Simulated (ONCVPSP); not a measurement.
# An ONCV potential for Co, from input to tests

Do these settings give a usable potential? It is generated, then checked for transferability, scattering, ghosts and hardness.

Method: ONCVPSP 4.0.1.1 (patched build), LDA (Perdew-Wang 92), scalar-relativistic.

## Step 1: The design

Typed settings, in words:

| Item | Value |
| --- | --- |
| element | cobalt (Co, Z = 27) |
| type | optimised norm-conserving Vanderbilt (ONCV) |
| frozen core | [Ne] 3s2 |
| valence charge | 15 |
| reference configuration | 3p6 3d8 4s1 |
| partial waves | 4s: rc 2.20 bohr, ncon 4, nbas 9, qcut 2.6 1/bohr, 2 projectors, debl 0.7 Ha; 3p: rc 1.00 bohr, ncon 5, nbas 10, qcut 14.4 1/bohr, 2 projectors, debl 3 Ha; 3d: rc 0.85 bohr, ncon 5, nbas 10, qcut 12.7 1/bohr, 2 projectors, debl 3.6 Ha |
| local potential | polynomial inside 0.85 bohr (lpopt 1, dvloc0 1 Ha) |
| core correction | not asked for |

The nodes and maxima of the atom's own shells, from an earlier all-electron run, set the scale for the radii.

All-electron outer shells of the reference configuration (LDA (PZ), scalar-relativistic, ld1.x):

```tsv
shell	level (eV)	outermost node (bohr)	outermost maximum (bohr)
3s	-97.10	0.31	0.67
3p	-60.87	0.28	0.68
4s	-4.61	0.97	2.41
3d	-4.50	–	0.67
4p	-0.90	1.07	3.59
```

## Step 2: The generation run

Co.dat

```
# ATOM AND REFERENCE CONFIGURATION
# atsym  z   nc   nv     iexc    psfile
  Co 27.00    4    3  -001012      upf
#
#   n    l    f
    1    0    2.00
    2    0    2.00
    2    1    6.00
    3    0    2.00
    3    1    6.00
    3    2    8.00
    4    0    1.00
#
# PSEUDOPOTENTIAL AND OPTIMIZATION
# lmax
    2
#
#   l,   rc,      ep,       ncon, nbas, qcut
    0    2.20    0.00    4    9    2.60
    1    1.00    0.00    5   10   14.40
    2    0.85    0.00    5   10   12.70
#
# LOCAL POTENTIAL
# lloc, lpopt,  rc(5),   dvloc0
    4    1    0.85    1.00
#
# VANDERBILT-KLEINMAN-BYLANDER PROJECTORs
# l, nproj, debl
    0    2    0.70
    1    2    3.00
    2    2    3.60
#
# MODEL CORE CHARGE
# icmod, fcfact, rcfact
    0    0.00    0.00
#
# LOG DERIVATIVE ANALYSIS
# epsh1, epsh2, depsh
   -4.00    5.00    0.02
#
# OUTPUT GRID
# rlmax, drl
    6.00    0.01
#
# TEST CONFIGURATIONS
# ncnf
    4
# nvcnf
#   n    l    f
    3
    3    1    6.00
    3    2    7.00
    4    0    2.00
#
    3
    3    1    6.00
    3    2    7.00
    4    0    1.00
#
    3
    3    1    6.00
    3    2    7.00
    4    0    0.00
#
    3
    3    1    6.00
    3    2    6.00
    4    0    2.00
#
```

Run with:

```console
$ oncvpsp.x < Co.dat > Co.out
```

Before running it: what results should come out? Wanted: cutoffs for 1 and 0.1 mHa per electron, occupied waves; bound ghosts; GHOST(+) flags; largest test error; largest phase difference near zero energy, channels read.

As calculated:

| quantity | value |
| --- | --- |
| cutoffs for 1 and 0.1 mHa per electron, occupied waves | 339 Ha and 517 Ha |
| bound ghosts | s at -65.23 eV |
| GHOST(+) flags | none at low energy |
| largest test error (AE − PS) | -112 meV, for 3p6 3d6 4s2 |
| largest phase difference near zero energy, channels read | 0.000 rad |

What this shows: It has a bound ghost (s), a state that the atom doesn't have, and that rules the file out. By total energies transferability is poor: the largest error is 112 meV on 16.7 eV, for 3p6 3d6 4s2. The potential is very hard: the looser tolerance needs 339 Ha. At the looser tolerance the 3d wave is the slowest; 3p needs 63 Ha. Near zero energy the phases of the channels with partial waves agree within 0.001 rad.
